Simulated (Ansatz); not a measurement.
# C₂H₈S₂Si: up Jacob's ladder to CCSD(T)

An exercise on one series of results from a longer session: the logs are not shown, and one member is left open.

The runs use Ansatz 0.2.0, Gaussian basis; functionals in def2-TZVPP, the program's frozen cores in correlated methods.

Levels to be run: PBE-D4, r2SCAN-D4, PBE0-D4, B3LYP-D4, ωB97X-V, ωB97M-V, B2PLYP; CCSD(T)/def2-TZVPP; MP2/def2-QZVPP; extrapolation to the limit.

### The geometry

An earlier PBE0-D4 in a triple-zeta def2 set relaxation fixed the geometry.

SMILES `CSC([SiH3])S`, 13 atoms, charge 0, spin multiplicity 1.

Atoms are counted from 1 here; the program's logs count them from 0.

Bond lengths: C1–S2 1.799 Å, C1–H6 1.092 Å, C1–H7 1.090 Å, C1–H8 1.091 Å, S2–C3 1.815 Å, C3–Si4 1.886 Å, C3–S5 1.806 Å, C3–H9 1.095 Å, Si4–H10 1.486 Å, Si4–H11 1.488 Å, Si4–H12 1.485 Å, S5–H13 1.344 Å. Angles: S2–C1–H6 110.9°, S2–C1–H7 112.1°, S2–C1–H8 106.3°, H6–C1–H7 110.0°, H6–C1–H8 108.6°, H7–C1–H8 108.7°, C1–S2–C3 100.6°, S2–C3–Si4 112.7°, S2–C3–S5 110.3°, S2–C3–H9 108.9°, Si4–C3–S5 109.2°, Si4–C3–H9 111.2°, S5–C3–H9 104.3°, C3–Si4–H10 110.2°, C3–Si4–H11 111.2°, C3–Si4–H12 107.4°, H10–Si4–H11 108.7°, H10–Si4–H12 110.1° and more.

The first run:

in.yaml

```yaml
crystal:
  periodic: [false, false, false]
  atoms:
    - {symbol: C, position_ang: [-1.568106, 0.898525, 1.186137]}
    - {symbol: S, position_ang: [0.019827, 1.467932, 0.561838]}
    - {symbol: C, position_ang: [0.272952, 0.307404, -0.810316]}
    - {symbol: Si, position_ang: [0.765501, -1.416424, -0.223683]}
    - {symbol: S, position_ang: [1.538970, 0.935437, -1.934814]}
    - {symbol: H, position_ang: [-2.342756, 0.988199, 0.421949]}
    - {symbol: H, position_ang: [-1.521656, -0.127719, 1.551469]}
    - {symbol: H, position_ang: [-1.823013, 1.555647, 2.018584]}
    - {symbol: H, position_ang: [-0.636594, 0.274036, -1.418477]}
    - {symbol: H, position_ang: [0.758376, -2.368181, -1.365246]}
    - {symbol: H, position_ang: [-0.169465, -1.916548, 0.820206]}
    - {symbol: H, position_ang: [2.131149, -1.316171, 0.349880]}
    - {symbol: H, position_ang: [2.595215, 0.682960, -1.142527]}
basis:
  gaussian: {orbitals: def2-TZVPP}
hamiltonian: {xc: pbe, dispersion: d4}
output: {forces: true, orbitals: {seedname: orbitals}}
```

Run with:

```
> ansatz run in.yaml --threads 4 --pin off --events-out ev --progress --plain --max-ram 10444MiB
```

Steps of the session up to this table: PBE-D4 (GGA); r2SCAN-D4 (meta-GGA); PBE0-D4 (hybrid); B3LYP-D4 (hybrid); ωB97X-V (range-separated); ωB97M-V (range-separated); B2PLYP (double hybrid); CCSD(T) in def2-TZVPP; MP2 in def2-QZVPP.

One table of the session follows, with a row left open; its other results are not shown here.

```
            method  atomisation energy (kcal/mol)
            PBE-D4                         1047.3
         r2SCAN-D4                              ?
           PBE0-D4                         1035.5
          B3LYP-D4                         1032.2
           ωB97X-V                         1040.5
           ωB97M-V                         1039.9
            B2PLYP                         1017.5
     HF/def2-TZVPP                          752.2
    MP2/def2-TZVPP                         1013.8
   CCSD/def2-TZVPP                          991.1
CCSD(T)/def2-TZVPP                         1006.5
           MP2/CBS                         1042.6
       CCSD(T)/CBS                         1035.3
```

Q: Estimate the row for r2SCAN-D4 from the others.

**Answer.** atomisation energy (kcal/mol): 1036.4. In the column «atomisation energy (kcal/mol)» it lies between PBE0-D4 (1035.5) and ωB97M-V (1039.9).

Limits of these values: Free atoms (2 C, 2 S, 1 Si, 8 H) were run apart at each level; the atomisation energy is their sum less the molecule, without zero-point or spin-orbit terms.
